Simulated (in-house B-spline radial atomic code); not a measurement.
# Excited states and polarisability of I¹⁷⁺ by several methods

Aim: excitation energies, oscillator strengths, polarisability and C6 of I¹⁷⁺ by linear response on several mean fields, with the cost of each.

Program: in-house B-spline radial atomic code version 1. Level of theory: linear response of a closed shell, each method with its own adiabatic kernel; spin-free one-electron X2C, finite nucleus; B-spline basis; no spin-orbit coupling, no double excitations; only terms of natural parity, (−1)^L, with L up to 3 are computed. These are calculated values, not measurements, unless marked.

### 1 What is computed

| Item | Value |
| --- | --- |
| element | iodine (Z = 53) |
| charge | +17 |
| configuration | [Ar] 3d10 4s2 4p6 |
| runs | TDHF; PBE; BSE on G0W0@HF; ωB97X; HSE06; BHandHLYP |

Outer shells as boxes (Hund's rule):

I¹⁷⁺
```
[Ar] core
3d [↑↓][↑↓][↑↓][↑↓][↑↓]
4s [↑↓]
4p [↑↓][↑↓][↑↓]
```

Rows of excitations, here in order of energy, give L, multiplicity, 0 for full response or 1 for Tamm-Dancoff, hole, particle, weight of that channel, energy (hartree) and multipole strength; threshold is minus the highest occupied level of the method. polarisability lists the dipole (1), quadrupole (2) and octupole (3) values; f_sum adds the dipole strengths of the shells that respond, at most the outer three principal shells; real and imaginary give α at real and imaginary frequencies.

### 2 TDHF

Input settings:

```ini
Z = 53
electrons = 36.0
configuration = [Ar] 3d10 4s2 4p6
hamiltonian = x2c
method = hf
box_radius = 6.43
rms_radius = 4.75
intervals = 67
```

Started as:

```console
$ python run_td.py task.json out
```

task.json lists these runs, among others, and the program works through them in turn.

The program writes no log. Results of the run, from its result record (rounded, main fields):

```text
status: converged
c6 [hartree bohr^6]: 0.3286075
f_sum: 34.4265
imaginary [hartree, bohr^3]:
  u: [0.0, 2.29, 5.35, 9.16, 15.3, 22.9, 34.4, 53.5, 76.4, 115.0, 191.0, 382.0]
  alpha: [0.30983, 0.239288, 0.126586, 0.0674764, 0.0352996, 0.0211909, 0.0124351, 0.0066168, 0.00378883, 0.0019084, 0.000777217, 0.00021539]
real [hartree, bohr^3]: {"omega": [0.394, 0.984, 1.57, 2.16, 2.75, 3.15, 3.54], "alpha": [0.312642, 0.328342, 0.36231, 0.429142, 0.573215, 0.800813, 1.47403]}
excitations:
  - [1, 3, 0, "4p", "4d", 1.0, 3.00699, 0.0]
  - [1, 3, 1, "4p", "4d", 1.0, 3.01377, 0.0]
  - [3, 3, 0, "4p", "4d", 0.996, 3.06553, 0.0]
  - [3, 3, 1, "4p", "4d", 0.997, 3.08825, 0.0]
  - [3, 1, 0, "4p", "4d", 0.999, 3.28608, 0.741]
  - [3, 1, 1, "4p", "4d", 0.999, 3.29089, 0.7251]
  - [1, 1, 0, "4p", "4d", 0.996, 3.93537, 4.2374]
  - [1, 1, 1, "4p", "4d", 0.999, 4.04862, 5.4892]
  - [2, 3, 0, "4s", "4d", 0.917, 5.5056, 0.0]
  - [2, 3, 1, "4s", "4d", 0.921, 5.50971, 0.0]
  - [2, 1, 0, "4s", "4d", 0.999, 5.85223, 1.5292]
  - [2, 1, 1, "4s", "4d", 0.999, 5.86045, 1.6148]
  - [2, 3, 0, "4p", "4f", 0.923, 6.76133, 0.0]
  - [2, 3, 1, "4p", "4f", 0.921, 6.76232, 0.0]
  - "... 82 more rows left out ..."
polarisability [au]: {"1": 0.3098298, "2": 0.1396713, "3": 0.1411636}
threshold [hartree]: 18.73955
highest [hartree]: ["4p", -18.73955]
lowest_empty [hartree]: -14.37491
responding_from_n: 2
orbital_gaps [hartree]: {"4p-5s": 8.606634, "4p-5p": 9.480671, "4p-4d": 4.364644, "4p-4f": 7.962166}
```

It took 1.3 s on 1 thread of Intel Xeon Platinum 8488C (Sapphire Rapids), shared host; peak memory 0.15 GiB.

Lowest ¹P state: 4p→4d ¹P at 107.09 eV, oscillator strength 4.24. α = 0.3098 bohr³.

The same in eV, as far as full and Tamm-Dancoff orders agree and the box is not felt:

```csv
state,weight,full (eV),Tamm-Dancoff (eV),f
4p→4d ³P,1.00,81.824,82.009,-
4p→4d ³F,1.00,83.417,84.035,-
4p→4d ¹F,1.00,89.419,89.550,-
4p→4d ¹P,1.00,107.09,110.17,4.24
4s→4d ³D,0.92,149.81,149.93,-
4s→4d ¹D,1.00,159.25,159.47,-
4p→4f ³D,0.92,183.99,184.01,-
4p→4f ¹D,1.00,191.73,192.07,-
4p→5s ³P,0.99,210.86,210.89,-
4p→5s ¹P,1.00,212.60,212.64,0.664
4p→5p ³S,0.98,231.44,231.48,-
4p→5p ³D,1.00,235.26,235.28,-
4p→5p ¹D,1.00,236.50,236.52,-
4p→5p ¹S,1.00,241.75,242.09,-
```

### 3 PBE

Settings: those of step 2 with these lines changed.

```diff
@@ -4,3 +4,3 @@
 hamiltonian = x2c
-method = hf
+method = pbe,pbe
 box_radius = 6.43
```

Main fields:

```text
status: converged
c6 [hartree bohr^6]: 0.3257976
f_sum: 34.4254
excitations:
  - [1, 3, 0, "4p", "4d", 1.0, 3.0249, 0.0]
  - [1, 3, 1, "4p", "4d", 1.0, 3.02942, 0.0]
  - [3, 3, 0, "4p", "4d", 0.999, 3.05563, 0.0]
  - [3, 3, 1, "4p", "4d", 1.0, 3.06085, 0.0]
  - [3, 1, 0, "4p", "4d", 1.0, 3.24637, 0.64189]
  - [3, 1, 1, "4p", "4d", 1.0, 3.24805, 0.66303]
  - [1, 1, 0, "4p", "4d", 0.996, 3.93022, 4.1964]
  - [1, 1, 1, "4p", "4d", 0.998, 4.04584, 5.4477]
  - [2, 3, 0, "4s", "4d", 0.991, 5.22199, 0.0]
  - [2, 3, 1, "4s", "4d", 0.993, 5.22446, 0.0]
  - [2, 1, 0, "4s", "4d", 0.978, 5.44531, 0.83928]
  - [2, 1, 1, "4s", "4d", 0.981, 5.45053, 0.88655]
  - [2, 3, 0, "4p", "4f", 0.994, 6.46018, 0.0]
  - [2, 3, 1, "4p", "4f", 0.993, 6.46273, 0.0]
  - [2, 1, 0, "4p", "4f", 0.985, 6.85408, 3.8698]
  - [2, 1, 1, "4p", "4f", 0.981, 6.86611, 4.1372]
  - "... 80 more rows left out ..."
polarisability [au]: {"1": 0.3083068, "2": 0.1411829, "3": 0.1361155}
threshold [hartree]: 18.18615
highest [hartree]: ["4p", -18.18615]
lowest_empty [hartree]: -15.00054
orbital_gaps [hartree]: {"4p-5s": 7.643703, "4p-5p": 8.527392, "4p-4d": 3.185606, "4p-4f": 6.591481}
```

It took 1.1 s on 1 thread of Intel Xeon Platinum 8488C (Sapphire Rapids), shared host; peak memory 0.15 GiB.

Lowest ¹P state: 4p→4d ¹P at 106.95 eV, oscillator strength 4.20. α = 0.3083 bohr³.

### 4 BSE on G0W0@HF

Settings: those of step 3 with these lines changed.

```diff
@@ -4,3 +4,3 @@
 hamiltonian = x2c
-method = pbe,pbe
+method = bse
 box_radius = 6.43
```

Main fields:

```text
status: converged
c6 [hartree bohr^6]: 0.3240369
f_sum: 34.6964
excitations:
  - [1, 3, 0, "4p", "4d", 1.0, 3.02667, 0.0]
  - [1, 3, 1, "4p", "4d", 1.0, 3.0309, 0.0]
  - [3, 3, 0, "4p", "4d", 0.998, 3.08917, 0.0]
  - [3, 3, 1, "4p", "4d", 0.999, 3.09919, 0.0]
  - [3, 1, 0, "4p", "4d", 1.0, 3.29287, 0.69876]
  - [3, 1, 1, "4p", "4d", 1.0, 3.29471, 0.70784]
  - [1, 1, 0, "4p", "4d", 0.996, 3.94355, 4.2306]
  - [1, 1, 1, "4p", "4d", 0.999, 4.06392, 5.5301]
  - [2, 3, 0, "4s", "4d", 0.976, 5.32948, 0.0]
  - [2, 3, 1, "4s", "4d", 0.978, 5.33197, 0.0]
  - [2, 1, 0, "4s", "4d", 0.995, 5.60264, 1.1541]
  - [2, 1, 1, "4s", "4d", 0.997, 5.60992, 1.2247]
  - [2, 3, 0, "4p", "4f", 0.979, 6.80087, 0.0]
  - [2, 3, 1, "4p", "4f", 0.978, 6.8019, 0.0]
  - [2, 1, 0, "4p", "4f", 0.998, 7.15287, 3.7058]
  - [2, 1, 1, "4p", "4f", 0.996, 7.16738, 4.0144]
  - "... 80 more rows left out ..."
polarisability [au]: {"1": 0.3074769, "2": 0.1384362, "3": 0.137069}
threshold [hartree]: 18.78433
highest [hartree]: ["4p", -18.73955]
lowest_empty [hartree]: -14.37491
orbital_gaps [hartree]: {"4p-5s": 8.606634, "4p-5p": 9.480671, "4p-4d": 4.364644, "4p-4f": 7.962166}
```

It took 1.6 s on 1 thread of Intel Xeon Platinum 8488C (Sapphire Rapids), shared host; peak memory 0.15 GiB.

Lowest ¹P state: 4p→4d ¹P at 107.31 eV, oscillator strength 4.23. α = 0.3075 bohr³.

### 5 ωB97X

Settings: those of step 4 with these lines changed.

```diff
@@ -4,3 +4,3 @@
 hamiltonian = x2c
-method = bse
+method = wb97x
 box_radius = 6.43
```

Main fields:

```text
status: converged
c6 [hartree bohr^6]: 0.3264177
f_sum: 34.4255
excitations:
  - [1, 3, 0, "4p", "4d", 1.0, 3.02578, 0.0]
  - [1, 3, 1, "4p", "4d", 1.0, 3.03094, 0.0]
  - [3, 3, 0, "4p", "4d", 0.998, 3.06541, 0.0]
  - [3, 3, 1, "4p", "4d", 0.999, 3.07242, 0.0]
  - [3, 1, 0, "4p", "4d", 1.0, 3.25011, 0.65934]
  - [3, 1, 1, "4p", "4d", 1.0, 3.25143, 0.66766]
  - [1, 1, 0, "4p", "4d", 0.996, 3.92904, 4.2052]
  - [1, 1, 1, "4p", "4d", 0.998, 4.04335, 5.4361]
  - [2, 3, 0, "4s", "4d", 0.983, 5.28575, 0.0]
  - [2, 3, 1, "4s", "4d", 0.986, 5.28854, 0.0]
  - [2, 1, 0, "4s", "4d", 0.986, 5.52483, 0.9514]
  - [2, 1, 1, "4s", "4d", 0.988, 5.53035, 1.0005]
  - "... 84 more rows left out ..."
polarisability [au]: {"1": 0.3087426, "2": 0.1404264, "3": 0.1361285}
threshold [hartree]: 18.42006
highest [hartree]: ["4p", -18.42006]
lowest_empty [hartree]: -14.76581
orbital_gaps [hartree]: {"4p-5s": 8.192197, "4p-5p": 9.065342, "4p-4d": 3.65424, "4p-4f": 7.105553}
```

Run time: 1.8 s. Hardware: 1 thread of Intel Xeon Platinum 8488C (Sapphire Rapids), shared host; peak memory 0.15 GiB.

The first dipole-allowed state is 4p→4d ¹P, 106.91 eV (f = 4.21). α = 0.3087 bohr³.

### 6 HSE06

Settings: those of step 5 with these lines changed.

```diff
@@ -4,3 +4,3 @@
 hamiltonian = x2c
-method = wb97x
+method = hse06
 box_radius = 6.43
```

Main fields:

```text
status: converged
c6 [hartree bohr^6]: 0.3270003
f_sum: 34.4256
excitations:
  - [1, 3, 0, "4p", "4d", 1.0, 3.02247, 0.0]
  - [1, 3, 1, "4p", "4d", 1.0, 3.02748, 0.0]
  - [3, 3, 0, "4p", "4d", 0.998, 3.06183, 0.0]
  - [3, 3, 1, "4p", "4d", 0.999, 3.06996, 0.0]
  - [3, 1, 0, "4p", "4d", 1.0, 3.25915, 0.66765]
  - [3, 1, 1, "4p", "4d", 1.0, 3.26031, 0.67938]
  - [1, 1, 0, "4p", "4d", 0.996, 3.93035, 4.2091]
  - [1, 1, 1, "4p", "4d", 0.999, 4.04467, 5.4559]
  - [2, 3, 0, "4s", "4d", 0.979, 5.3058, 0.0]
  - [2, 3, 1, "4s", "4d", 0.982, 5.30865, 0.0]
  - [2, 1, 0, "4s", "4d", 0.988, 5.55594, 0.98142]
  - [2, 1, 1, "4s", "4d", 0.99, 5.56161, 1.0352]
  - [2, 3, 0, "4p", "4f", 0.984, 6.52934, 0.0]
  - [2, 3, 1, "4p", "4f", 0.982, 6.53132, 0.0]
  - [2, 1, 0, "4p", "4f", 0.993, 6.8963, 3.7377]
  - [2, 1, 1, "4p", "4f", 0.989, 6.90843, 4.0084]
  - "... 80 more rows left out ..."
polarisability [au]: {"1": 0.3089941, "2": 0.1408123, "3": 0.1372872}
threshold [hartree]: 18.32117
highest [hartree]: ["4p", -18.32117]
lowest_empty [hartree]: -14.86793
orbital_gaps [hartree]: {"4p-5s": 7.863893, "4p-5p": 8.747335, "4p-4d": 3.453244, "4p-4f": 6.907996}
```

It took 1.9 s on 1 thread of Intel Xeon Platinum 8488C (Sapphire Rapids), shared host; peak memory 0.15 GiB.

Lowest ¹P state: 4p→4d ¹P at 106.95 eV, oscillator strength 4.21. α = 0.3090 bohr³.

### 7 BHandHLYP

Settings: those of step 6 with these lines changed.

```diff
@@ -4,3 +4,3 @@
 hamiltonian = x2c
-method = hse06
+method = bhandhlyp
 box_radius = 6.43
```

Main fields:

```text
status: converged
c6 [hartree bohr^6]: 0.3268901
f_sum: 34.426
excitations:
  - [1, 3, 0, "4p", "4d", 1.0, 3.0144, 0.0]
  - [1, 3, 1, "4p", "4d", 1.0, 3.01981, 0.0]
  - [3, 3, 0, "4p", "4d", 0.998, 3.06207, 0.0]
  - [3, 3, 1, "4p", "4d", 0.999, 3.07388, 0.0]
  - [3, 1, 0, "4p", "4d", 1.0, 3.26773, 0.6906]
  - [3, 1, 1, "4p", "4d", 1.0, 3.26919, 0.69501]
  - [1, 1, 0, "4p", "4d", 0.996, 3.93289, 4.2136]
  - [1, 1, 1, "4p", "4d", 0.999, 4.04761, 5.4696]
  - [2, 3, 0, "4s", "4d", 0.962, 5.37468, 0.0]
  - [2, 3, 1, "4s", "4d", 0.966, 5.37783, 0.0]
  - [2, 1, 0, "4s", "4d", 0.994, 5.65583, 1.1331]
  - [2, 1, 1, "4s", "4d", 0.996, 5.66216, 1.196]
  - "... 84 more rows left out ..."
polarisability [au]: {"1": 0.3089009, "2": 0.1404711, "3": 0.1387336}
threshold [hartree]: 18.4835
highest [hartree]: ["4p", -18.4835]
lowest_empty [hartree]: -14.70827
orbital_gaps [hartree]: {"4p-5s": 8.052561, "4p-5p": 8.916775, "4p-4d": 3.775227, "4p-4f": 7.273455}
```

Wall time 1.5 s (1 thread of Intel Xeon Platinum 8488C (Sapphire Rapids), shared host); peak memory 0.15 GiB.

Lowest ¹P state: 4p→4d ¹P at 107.02 eV, oscillator strength 4.21. α = 0.3089 bohr³.

### 8 All runs together

| run | threshold (eV) | 4p→4d ¹P (eV) | 4p→4d ³P, Tamm-Dancoff (eV) | α (bohr³) | C6 (hartree bohr⁶) | time |
| --- | --- | --- | --- | --- | --- | --- |
| TDHF | 509.93 | 107.09 | 82.009 | 0.3098 | 0.3286 | 1.3 s |
| PBE | 494.87 | 106.95 | 82.435 | 0.3083 | 0.3258 | 1.1 s |
| BSE on G0W0@HF | 511.15 | 107.31 | 82.475 | 0.3075 | 0.3240 | 1.6 s |
| ωB97X | 501.24 | 106.91 | 82.476 | 0.3087 | 0.3264 | 1.8 s |
| HSE06 | 498.54 | 106.95 | 82.382 | 0.3090 | 0.3270 | 1.9 s |
| BHandHLYP | 502.96 | 107.02 | 82.173 | 0.3089 | 0.3269 | 1.5 s |

In words: α runs from 0.307 (BSE on G0W0@HF) to 0.310 bohr³ (TDHF). The semilocal functionals put the threshold at 494.87 eV, under Hartree-Fock's 509.93 eV, through self-interaction. In this BSE only levels near the gap carry their own quasi-particle shift; deeper ones move rigidly and higher empty ones not at all. The dearest run, HSE06, took 1.7 times as long as PBE. Spin-orbit coupling, absent here, splits and mixes these terms strongly in an ion this highly charged, so they need not match single real levels.
